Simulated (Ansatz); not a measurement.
# TaGe+ (septet): wave-function methods side by side, def2-SVP

An exercise on one series of results from a longer session: the logs are not shown, and one member is left open.

Computed with Ansatz 0.2.0, Gaussian basis. Level: def2-SVP, core rule «outside noble gas», up to 18 orbitals frozen.

The runs, in order: UHF; CCSD(T) on ROHF; CCSD(T) on UHF; CISD as a restricted active space (open shells left free, so some higher excitations enter); CCSDT(Q) on ROHF; CCSDT(Q) on UHF; CASSCF and MRCISD+Q, 8 electrons in 10 orbitals; CASSCF and MRCISD+Q(relaxed), 8 electrons in 10 orbitals; CASSCF and NEVPT2, 8 electrons in 10 orbitals.

21 further runs of the same task are left out: 4 for a known fault of the program, 5 that didn't finish, 12 set aside as unsound or not needed. Runs told in other sessions of the task aren't counted.

## What is computed

The geometry is a PBE0/def2-TZVP stationary point (not a proven minimum) of the parent state, kept for this charge and spin. No spin-orbit coupling is included. Elements past krypton take def2 core potentials. The filled d shell of Ge may be among the frozen orbitals whatever the setting's name suggests.

2 atoms, charge 1, spin multiplicity 7.

Atoms are counted from 1 here; the program's logs count them from 0.

Bond lengths: Ta1–Ge2 2.504 Å.

Set-up of the first run:

in.yaml reads:

```yaml
crystal:
  periodic: [false, false, false]
  atoms:
    - {symbol: Ta, position_ang: [0.000000, 0.000000, 0.000000]}
    - {symbol: Ge, position_ang: [0.000000, 0.000000, 2.504400]}
basis:
  gaussian: {orbitals: def2-SVP}
total_charge: 1
magnetization: {spin_polarized: true, initial_magnetization: 6}
hamiltonian: {xc: hf}
output: {orbitals: {seedname: orbitals}}
```

Started as:

```sh
$ ansatz run in.yaml --threads 1 --pin off --events-out ev --progress --plain --max-ram 2393MiB
```

Among the steps run: UHF; CCSD(T) on ROHF; CCSD(T) on UHF; CISD as a restricted active space (open shells left free, so some higher excitations enter); CCSDT(Q) on ROHF; CCSDT(Q) on UHF; CASSCF and MRCISD+Q, 8 electrons in 10 orbitals; CASSCF and MRCISD+Q(relaxed), 8 electrons in 10 orbitals; CASSCF and NEVPT2, 8 electrons in 10 orbitals.

One table of the session follows, with a row left open; its other results are not shown here.

| method | from RCCSDT(Q) (kJ/mol) |
| --- | --- |
| ROHF | +334.7 |
| UHF | +320.0 |
| RMP2 | +74.3 |
| UMP2 | +68.5 |
| RCCSD | +19.6 |
| UCCSD | +10.5 |
| RCCSD(T) | +4.3 |
| UCCSD(T) | -4.4 |
| RCCSDT | +1.0 |
| UCCSDT | -7.8 |
| RCCSDT(Q) | 0 |
| UCCSDT(Q) | -8.9 |
| CASSCF valence | +218.4 |
| NEVPT2 valence | +58.2 |
| MRCISD valence | +13.8 |
| MRCISD+Q valence | +1.5 |
| MRCISD+Q(relaxed) valence | ? |

**Question.** Estimate the row for MRCISD+Q(relaxed) valence.

The run gave: from RCCSDT(Q) (kJ/mol): -1.2. In the column «from RCCSDT(Q) (kJ/mol)» it lies between UCCSD(T) (-4.4) and RCCSDT(Q) (0).

Not comparable, so not listed: CISD as a restricted active space (open shells left free, so some higher excitations enter) (they don't share determinant, frozen orbitals or solution with the rows shown, or repeat one).

To keep in mind: Restricted and unrestricted rows rest on different reference determinants; a gap between their highest levels can come from leftover correlation error, from unlike frozen cores or from another state.
